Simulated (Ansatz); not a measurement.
# C3H7FSSi: the cost of one run

Method: RHF/6-31G, in Ansatz 0.2.0.

## Step 1: Starting point

Bond lengths: C1–S2 1.861 Å, S2–C3 1.732 Å, C3–Si4 1.808 Å, C3–C5 1.371 Å, C5–F6 1.366 Å, C1–H7 1.078 Å, C1–H8 1.050 Å, C1–H9 1.145 Å, Si4–H10 1.416 Å, Si4–H11 1.542 Å, Si4–H12 1.507 Å, C5–H13 1.040 Å. Angles (14 of 19 angles, heavy atoms first): C1–S2–C3 100.3°, S2–C3–Si4 119.8°, S2–C3–C5 121.9°, Si4–C3–C5 118.3°, C3–C5–F6 122.0°, S2–C1–H7 109.7°, S2–C1–H8 108.5°, S2–C1–H9 104.8°, C3–Si4–H10 113.5°, C3–Si4–H11 108.3°, C3–Si4–H12 109.6°, C3–C5–H13 126.1°, F6–C5–H13 111.8°, H7–C1–H8 113.1°.

As a file:

```xyz
13

C    -0.6348   -0.7056    2.0210
S    -1.0791    0.6949    0.8785
C     0.1192    0.4807   -0.3541
Si   -0.3910    0.1639   -2.0597
C     1.4598    0.5768   -0.0848
F     1.9285    0.8628    1.1662
H     0.3071   -0.4963    2.5026
H    -0.6242   -1.5967    1.4666
H    -1.4509   -0.6985    2.8241
H     0.6956   -0.0331   -2.9462
H    -1.2857   -1.0918   -2.0712
H    -1.2549    1.2983   -2.5486
H     2.2307    0.5100   -0.7796
```

## Step 2: Preparing the start

Input file input.yaml:

```yaml
crystal:
  periodic: [false, false, false]
  atoms:
    - { symbol: C, position_ang: [-0.6348, -0.7056, 2.021] }
    - { symbol: S, position_ang: [-1.0791, 0.6949, 0.8785] }
    - { symbol: C, position_ang: [0.1192, 0.4807, -0.3541] }
    - { symbol: Si, position_ang: [-0.391, 0.1639, -2.0597] }
    - { symbol: C, position_ang: [1.4598, 0.5768, -0.0848] }
    - { symbol: F, position_ang: [1.9285, 0.8628, 1.1662] }
    - { symbol: H, position_ang: [0.3071, -0.4963, 2.5026] }
    - { symbol: H, position_ang: [-0.6242, -1.5967, 1.4666] }
    - { symbol: H, position_ang: [-1.4509, -0.6985, 2.8241] }
    - { symbol: H, position_ang: [0.6956, -0.0331, -2.9462] }
    - { symbol: H, position_ang: [-1.2857, -1.0918, -2.0712] }
    - { symbol: H, position_ang: [-1.2549, 1.2983, -2.5486] }
    - { symbol: H, position_ang: [2.2307, 0.51, -0.7796] }
basis:
  gaussian: { orbitals: "6-31G" }
hamiltonian:
  xc: hf
relax:
  f_tol: 0.02
  max_steps: 40
```

Command:

```console
> ansatz run input.yaml --threads 1 --pin off --max-ram 2048MiB --backend cpu --events-out ev --progress --plain --runs-dir out
```

Q: Estimate wall time and peak memory on 1 thread of an Arm CPU, shared host.

About 45 s, with a peak of 0.17 GiB.
